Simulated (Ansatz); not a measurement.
# C2H5ClOSi: rigid torsion scan

The task is a rigid torsion scan, for C2H5ClOSi. SMILES: C=C(Cl)O[SiH3].

Program: Ansatz 0.2.0 through its Python package. Level of theory: B3LYP/cc-pVDZ. These are calculated values, not measurements.

## Step 1: Starting point

Bond lengths: C1–C2 1.279 Å, C2–Cl3 1.708 Å, C2–O4 1.371 Å, O4–Si5 1.621 Å, C1–H6 1.115 Å, C1–H7 1.102 Å, Si5–H8 1.449 Å, Si5–H9 1.514 Å, Si5–H10 1.475 Å. Angles: C1–C2–Cl3 116.3°, C1–C2–O4 121.9°, Cl3–C2–O4 121.8°, C2–C1–H6 125.8°, C2–C1–H7 121.5°, H6–C1–H7 112.4°, C2–O4–Si5 129.9°, O4–Si5–H8 112.3°, O4–Si5–H9 108.0°, O4–Si5–H10 108.0°, H8–Si5–H9 110.5°, H8–Si5–H10 108.9°, H9–Si5–H10 109.0°.

The script holds or builds the structure itself.

## Step 2: The code

The input, run_torsion.py:

```python
import ansatz as az
from ase import Atoms


def main() -> None:
    atoms = Atoms(["C", "C", "Cl", "O", "Si", "H", "H", "H", "H", "H"], positions=[
        [-1.2758, 1.2651, 1.0088],
        [-0.258, 0.6146, 0.5893],
        [1.22, 0.9272, 1.3864],
        [-0.3467, -0.2808, -0.4455],
        [0.7888, -1.2402, -1.0909],
        [-1.2671, 2.0535, 1.7977],
        [-2.2629, 1.1601, 0.5307],
        [0.2701, -2.0613, -2.1668],
        [1.3516, -2.1085, 0.015],
        [1.8632, -0.3808, -1.6218],
    ])

    first = (
        az.Crystal.molecule_from_ase(atoms).calculation()
        .basis(gaussian="cc-pVDZ")
        .functional("B3LYP")
        .relax(force_tolerance=0.02, max_steps=80)
    )
    atoms.positions = first.run(threads=1).report["positions_ang"]

    start = atoms.get_dihedral(4, 3, 1, 0)
    energies = {}
    for turn in range(0, 360, 40):
        turned = atoms.copy()
        turned.set_dihedral(4, 3, 1, 0, start + turn, indices=[0, 1, 2, 5, 6])
        model = (
            az.Crystal.molecule_from_ase(turned).calculation()
            .basis(gaussian="cc-pVDZ")
            .functional("B3LYP")
        )
        energies[round((start + turn) % 360)] = model.run(threads=1).report["free_energy_ev"]
    floor = min(energies.values())
    print("dihedral Si4-O3-C1-C0 (deg)   E - E(min) (kcal/mol)")
    for angle, e in sorted(energies.items()):
        print(f"{angle:8d} {23.060548 * (e - floor):14.3f}  " + "#" * int(30 * (e - floor) / max(max(energies.values()) - floor, 1e-9)))


if __name__ == "__main__":
    main()
```

## Step 3: What the engine is handed

The engine receives this input (first run):

```yaml
crystal:
  periodic: [false, false, false]
  atoms:
    - { symbol: C, position_ang: [-1.2758, 1.2651, 1.0088] }
    - { symbol: C, position_ang: [-0.258, 0.6146, 0.5893] }
    - { symbol: Cl, position_ang: [1.22, 0.9272, 1.3864] }
    - { symbol: O, position_ang: [-0.3467, -0.2808, -0.4455] }
    - { symbol: Si, position_ang: [0.7888, -1.2402, -1.0909] }
    - { symbol: H, position_ang: [-1.2671, 2.0535, 1.7977] }
    - { symbol: H, position_ang: [-2.2629, 1.1601, 0.5307] }
    - { symbol: H, position_ang: [0.2701, -2.0613, -2.1668] }
    - { symbol: H, position_ang: [1.3516, -2.1085, 0.015] }
    - { symbol: H, position_ang: [1.8632, -0.3808, -1.6218] }
basis:
  gaussian:
    orbitals: cc-pVDZ
hamiltonian:
  xc: b3lyp
relax:
  f_tol: 0.02
  max_steps: 80
```

## Step 4: Running it

Launch:

```console
$ python run_torsion.py
```

What it wrote:

```text
dihedral Si4-O3-C1-C0 (deg)   E - E(min) (kcal/mol)
      21          2.465  ##############################
      61          2.372  ############################
     101          1.407  #################
     141          0.476  #####
     181          0.000
     221          0.481  #####
     261          1.445  #################
     301          2.400  #############################
     341          2.464  #############################
```

It took 68 s on 1 thread of Arm Neoverse V2, shared host; peak memory 0.3 GiB.

## Step 5: Path of the relaxation of run 0

The steps of the relaxation:

| step | E - E(step 1) (eV) | largest force component (eV/Å) |
| --- | --- | --- |
| 1 | 0.0000 | 4.4069 |
| 2 | -0.3959 | 1.4787 |
| 3 | -0.4863 | 0.4634 |
| 4 | -0.5065 | 0.4516 |
| 5 | -0.5115 | 0.0606 |
| 6 | -0.5118 | 0.0079 |

Step 1 is the start.

Before: Bond lengths: C1–C2 1.279 Å, C2–Cl3 1.708 Å, C2–O4 1.371 Å, O4–Si5 1.621 Å, C1–H6 1.115 Å, C1–H7 1.102 Å, Si5–H8 1.449 Å, Si5–H9 1.514 Å, Si5–H10 1.475 Å. Angles: C1–C2–Cl3 116.3°, C1–C2–O4 121.9°, Cl3–C2–O4 121.8°, C2–C1–H6 125.8°, C2–C1–H7 121.5°, H6–C1–H7 112.4°, C2–O4–Si5 129.9°, O4–Si5–H8 112.3°, O4–Si5–H9 108.0°, O4–Si5–H10 108.0°, H8–Si5–H9 110.5°, H8–Si5–H10 108.9°, H9–Si5–H10 109.0°.

After: Bond lengths: C1–C2 1.335 Å, C2–Cl3 1.782 Å, C2–O4 1.340 Å, O4–Si5 1.719 Å, C1–H6 1.087 Å, C1–H7 1.090 Å, Si5–H8 1.488 Å, Si5–H9 1.491 Å, Si5–H10 1.490 Å. Angles: C1–C2–Cl3 120.5°, C1–C2–O4 124.4°, Cl3–C2–O4 115.1°, C2–C1–H6 121.0°, C2–C1–H7 118.8°, H6–C1–H7 120.3°, C2–O4–Si5 130.2°, O4–Si5–H8 102.2°, O4–Si5–H9 110.7°, O4–Si5–H10 110.7°, H8–Si5–H9 111.0°, H8–Si5–H10 111.0°, H9–Si5–H10 111.0°.

Run 0 is this relaxation; the runs after it count from 1.

## Step 6: The engine's runs

The 9 runs, in the order started:

```csv
run,turn (°),energy from run 1 (eV),SCF cycles,CPU time (s)
1,0,0.0000,18,3.6
2,40,0.0209,18,3.6
3,80,0.0627,18,3.6
4,120,0.1041,17,3.5
5,160,0.1068,17,3.5
6,200,0.1069,17,3.6
7,240,0.1028,17,3.6
8,280,0.0610,18,3.6
9,320,0.0206,18,3.5
```

## Step 7: Outcome

| quantity | value |
| --- | --- |
| runs compared | 9 |
| range of energy | 0.107 eV |
| lowest point, turn (°) | 0 |

In words: The lowest point lies at a turn of 0°, the highest 0.107 eV (10.3 kJ/mol) above it at 200°. The grid can miss the true lowest and highest points, and the rest of the molecule is held rigid. Run 0: After 5 moves the largest shift is 0.122 Å, of atom 8 (H). What to keep in mind:
- The scan is rigid and the energies are electronic, in a modest basis. With rigid groups the curve can differ much from the relaxed path, the start wasn't checked as a minimum of this torsion, and equivalent turns needn't return to the same energy.
- b3lyp holds the VWN-RPA fit, as in Gaussian; the form of ORCA and Turbomole is b3lyp5.
